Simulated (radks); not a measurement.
**N⁻ held by a Watson sphere**

An exercise on one series of results from a longer session: the logs are not shown, and one member is left open.

Method: non-relativistic Kohn-Sham, r2SCAN, spin-polarised, spherical densities, point nucleus; open shells are filled with parallel spins first. Code: radks (a radial shooting solver on a logarithmic mesh, Libxc functionals) version 1.

## The system

| Quantity | Value |
| --- | --- |
| element | nitrogen (Z = 7) |
| charge | -1 |
| electrons | 8 |
| configuration | [He] 2s2 2p4 |

Outer shells as boxes (Hund's rule):

N⁻
```
[He] core
2s [↑↓]
2p [↑↓][↑ ][↑ ]
```

Set-up of the first run:

Input:

```text
Z 7
configuration [He] 2s2 2p4
relativity non-relativistic
functional r2scan,r2scan
spin polarised
nucleus point
watson charge 1 radius 1.71 bohr
```

Among the steps run: R = 1.71 bohr; R = 1.8 bohr; R = 2.45 bohr; R = 2.68 bohr; R = 3.01 bohr; R = 3.58 bohr.

One of the session's tables, all rows but one given; the rest of the session is left out.

| R (bohr) | highest level (eV) | its <r> (bohr) | sum of <r²> (bohr²) |
| --- | --- | --- | --- |
| 1.71 | -5.655 | 1.659 | 16.82 |
| 1.8 | ? | ? | ? |
| 2.45 | -4.322 | 1.836 | 19.29 |
| 2.68 | -3.941 | 1.892 | 19.96 |
| 3.01 | -3.436 | 1.973 | 20.87 |
| 3.58 | -2.692 | 2.126 | 22.38 |

Q: Estimate the row for R (bohr) = 1.8 from the others.

Worked estimate for «highest level (eV)». A straight line through the neighbours (1.71, -5.655) and (2.45, -4.322) gives -5.655 + (-4.322 + 5.655) × (1.8 − 1.71) / (2.45 − 1.71) = -5.493; a parabola fitted to 3 rows on both sides gives -5.484.

The run gave: highest level (eV): -5.491; its <r> (bohr): 1.681; sum of <r²> (bohr²): 17.15. In «highest level (eV)» the line misses by -0.002 and the parabola by +0.007.

A wider sphere makes a shallower well, so the ion swells.
